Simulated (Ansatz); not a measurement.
## CH8AlAsO, SMILES C[O][AlH2-][AsH3+]: a single point in a Gaussian basis, step by step

With Ansatz's Python interface.

The script reads `ch8alaso.xyz`:
```text
12

C    -2.18750    0.82240    0.23950
O    -0.80660    0.91380    0.47510
Al    0.05910   -0.52030   -0.32190
As    2.46140   -0.34910    0.09540
H    -2.41560    0.87280   -0.84870
H    -2.68520    1.68770    0.72350
H    -2.61360   -0.10190    0.69010
H    -0.20780   -0.49930   -1.89650
H    -0.48970   -1.88740    0.29530
H     2.93490   -1.61800    0.87690
H     3.21130   -0.25470   -1.27350
H     2.73930    0.93410    0.94470
```

Notebook, run cell by cell (the value of a cell's last expression is shown):

In [1]:
```python
import json

import ansatz as az
import numpy as np
import pandas as pd
```

In [2]:
```python
BASIS = 'def2-SVP'
FUNCTIONAL = 'pbe0'
```

In [3]:
```python
system = az.Crystal.molecule_from_extxyz('ch8alaso.xyz')
```

In [4]:
```python
calculation = (
    system.calculation()
    .basis(gaussian=BASIS)
    .functional(FUNCTIONAL)
    .forces()
)
done = calculation.run()
r = done.report
```

In [5]:
```python
sorted(key for key in r if key.endswith('_ev'))
```
Out [5]:
```text
['free_energy_ev', 'reference_energy_ev']
```

In [6]:
```python
print('reference energy %16.6f eV' % r['reference_energy_ev'])
print('total energy     %16.6f eV' % r['free_energy_ev'])
print('occupied orbitals outside the frozen core (up, down):', r['n_occupied'], ' frozen:', r['n_frozen'], ' virtual:', r['n_virtual'])
```
```text
reference energy    -70625.890779 eV
total energy        -70625.890779 eV
occupied orbitals outside the frozen core (up, down): [34, 34]  frozen: 0  virtual: [84, 84]
```

In [7]:
```python
state = r['mean_field']['state']
print(f'mean field: {state["energy"]["hartree"]:.7f} Ha, <S^2> = {abs(state["spin_squared"]):.4f}, stability: {state.get("stability", {}).get("kind")}')
```
```text
mean field: -2595.4536142 Ha, <S^2> = 0.0000, stability: minimum
```

In [8]:
```python
symbols = [site.symbol for site in system.cartesian_sites]
forces = np.array(r['forces_ev_ang'])
print('largest force', round(float(np.linalg.norm(forces, axis=1).max()), 4), 'eV/A, rms', round(float(np.sqrt((forces ** 2).mean())), 4))
```
```text
largest force 3.0857 eV/A, rms 0.7312
```

In [9]:
```python
charges = r['charge_distribution']
table = pd.DataFrame({'atom': symbols, 'mulliken': charges['mulliken_charges_e'], 'lowdin': charges['lowdin_charges_e']})
print(table.round(3).to_string())
print('dipole (e A):', np.round(charges['dipole_moment_e_ang'], 4) + 0.0)
with open('ch8alaso.json', 'w') as handle:
    json.dump({k: r[k] for k in ('free_energy_ev', 'reference_energy_ev', 'n_occupied', 'n_virtual')}, handle, indent=1)
```
```text
   atom  mulliken  lowdin
0     C     0.126   0.045
1     O    -0.605  -0.142
2    Al     0.504  -0.145
3    As     0.038   0.462
4     H     0.028  -0.013
5     H     0.019  -0.026
6     H     0.028  -0.013
7     H    -0.203  -0.140
8     H    -0.203  -0.140
9     H     0.087   0.035
10    H     0.087   0.035
11    H     0.094   0.041
dipole (e A): [ 1.4148 -0.0813  0.1304]
```

It writes `ch8alaso.json`:
```json
{
 "free_energy_ev": -70625.89077856002,
 "reference_energy_ev": -70625.89077856002,
 "n_occupied": [
  34,
  34
 ],
 "n_virtual": [
  84,
  84
 ]
}
```

Reading the output:
- Total energies depend on the basis set; only differences at equal settings carry meaning.
- The geometry is a force-field or estimated start, not a minimum of this method, and the basis set is short of its limit.
- The Löwdin charges here are taken after orthogonalising the functions within each atom; they differ from plain Löwdin charges, and their signs can be unphysical.
- Timing: 7.6 s on 1 thread of Intel(R) Xeon(R) Platinum 8259CL CPU @ 2.50GHz (Skylake/Cascade Lake), with other jobs on the host, peak memory 0.38 GiB.
